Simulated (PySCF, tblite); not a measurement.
**C6H12FGeN: geometry, infrared bands and NMR shifts**

What infrared bands and NMR shifts should C6H12FGeN (`F/C=[C]1\CCNC[CH2][GeH2]1`) show?

The runs use tblite 0.8.0 and PySCF 2.14.0, with density-fitted response routines of our own; the level of theory stands in each step. All values are computed, except where a source is named. Atoms count from 0, in the outputs and in this text.

### 1 The starting structure

21 atoms, charge 0, multiplicity 1; geometry from: force field or distance geometry start.

Bonds of the start (Å): F0–C1 1.37, C1–C2 1.32, C2–C3 1.49, C3–C4 1.51, C4–N5 1.42, N5–C6 1.42, C6–C7 1.53, C7–Ge8 1.95, Ge8–C2 1.92, C1–H9 1.09, C3–H10 1.11, C3–H11 1.12, C4–H12 1.12, C4–H13 1.12, N5–H14 1.06, C6–H15 1.08, C6–H16 1.12, C7–H17 1.12, C7–H18 1.10, Ge8–H19 1.53, Ge8–H20 1.55.

### 2 Geometry optimisation with GFN2-xTB

The job: settings as JSON, then the geometry in Å.

```
{"job": {"kind": "relax", "xc": "GFN2-xTB", "basis": "xTB"}, "charge": 0, "multiplicity": 1}
F      2.813200     2.018100    -0.010200
C      1.442600     2.068200    -0.035700
C      0.694700     1.014900    -0.327400
C      1.459600    -0.214800    -0.666100
C      1.232700    -1.279000     0.384700
N     -0.093800    -1.380400     0.894900
C     -1.138300    -1.460000    -0.067900
C     -2.102900    -0.301000     0.199900
Ge    -1.194600     1.360000    -0.273800
H      0.915900     2.989200     0.223500
H      2.544100    -0.000600    -0.664000
H      1.202200    -0.569700    -1.695200
H      1.582000    -2.295000     0.074100
H      1.894200    -1.024000     1.255600
H     -0.331200    -0.629300     1.603800
H     -0.820500    -1.492600    -1.099100
H     -1.740200    -2.387200     0.116500
H     -2.269800    -0.317700     1.306700
H     -3.055100    -0.403100    -0.336900
H     -1.587100     1.854300    -1.670500
H     -1.456500     2.466600     0.786700
```

Run with:

```console
$ OMP_NUM_THREADS=1 python probes_run.py task.json out
```

One launch serves the whole session: the jobs run in the order shown.

**Question.** This job is followed by: GFN2-xTB harmonic vibrations, gas phase; GIAO PBE0/pcSseg-1 NMR shielding, non-relativistic, gas phase. What will the session give for the following? strongest single infrared mode (GFN2-xTB); zero-point energy (GFN2-xTB); 13C shifts against TMS (PBE0/pcSseg-1); 1H shifts against TMS (PBE0/pcSseg-1, means over atoms taken as alike); 19F shifts against CFCl3 (PBE0/pcSseg-1); 15N shifts against NH3 (PBE0/pcSseg-1); 73Ge shifts against GeMe4 (PBE0/pcSseg-1).

As calculated:

```
                                                              quantity                                         value
                             strongest single infrared mode (GFN2-xTB)                         2005 cm⁻¹, 503 km/mol
                                          zero-point energy (GFN2-xTB)                                103.8 kcal/mol
                                13C shifts against TMS (PBE0/pcSseg-1)      157.3, 120.8, 51.6, 45.7, 28.5, 18.6 ppm
1H shifts against TMS (PBE0/pcSseg-1, means over atoms taken as alike)  6.78, 4.13, 3.21, 2.95, 2.56, 1.10, 0.14 ppm
                              19F shifts against CFCl3 (PBE0/pcSseg-1)                                     -99.5 ppm
                                15N shifts against NH3 (PBE0/pcSseg-1)                                      49.3 ppm
                             73Ge shifts against GeMe4 (PBE0/pcSseg-1)                                      -150 ppm
```

**Reading.** Over 107 steps the energy fell by 0.681 eV; of the close pairs, Ge8–H20 changed most, 1.555 to 1.505 Å. All 57 modes are real, so the xTB geometry is a minimum. The strongest single mode, at 2005 cm⁻¹, moves mainly H20 and H19. GFN2-xTB is a fitted tight-binding method: band positions and strengths are rough. Its intensities can rank the bands wrongly. The most deshielded hydrogen is H9 (hydrogen on an alkene CH), at 6.78 ppm: olefinic region. At PBE0/pcSseg-1: Shielding is most anisotropic at F0 (span 259 ppm, paramagnetic term -203 ppm). Spin-orbit coupling is left out, which matters for shieldings and couplings at and beside the heavy atoms.
